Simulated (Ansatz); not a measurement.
# NiO: the cost of one run

Computed with Ansatz 0.2 early development (run time, single point, PBE, PAW, unless a step's input says otherwise).

## 1. The system as given

The structure is cubic, space group Fm-3m (No. 225). The conventional cell has a = 4.170 Å, b = 4.170 Å, c = 4.170 Å, α = 90.00°, β = 90.00°, γ = 90.00°. Around Ni (site symmetry m-3m) lie 6 O at 2.08 Å. Around O (site symmetry m-3m) lie 6 Ni at 2.08 Å.

Coordinates:

```
Ni O
1.0
     4.17000    2.08500    2.08500
     2.08500    4.17000    2.08500
     2.08500    2.08500    4.17000
Ni O
2 2
Direct
  0.00000 0.00000 0.00000
  0.50000 0.50000 0.50000
  0.25000 0.25000 0.25000
  0.75000 0.75000 0.75000
```

## 2. The calculation

input.yaml

```yaml
crystal:
  lattice:
    - [4.17, 2.085, 2.085]
    - [2.085, 4.17, 2.085]
    - [2.085, 2.085, 4.17]
  atoms:
    - { symbol: Ni, position: [0, 0, 0], spin: 2 }
    - { symbol: Ni, position: [0.5, 0.5, 0.5], spin: -2 }
    - { symbol: O, position: [0.25, 0.25, 0.25] }
    - { symbol: O, position: [0.75, 0.75, 0.75] }
kpoints:
  mp_grid: { grid: [8, 8, 8], shift: [0, 0, 0] }
hamiltonian:
  xc: pbe
  pseudopotentials: { kind: paw }
magnetization:
  spin_polarized: true
scf:
  occupations: { method: fermi_dirac }
output:
  forces: true
```

Command:

```
$ ansatz run input --backend cpu --threads 16 --events-out ev
```

What time and memory should one allow on 16 threads of Arm Neoverse V2 (Grace), host not shared?

About 3.1 s, with a peak of 1 GiB.
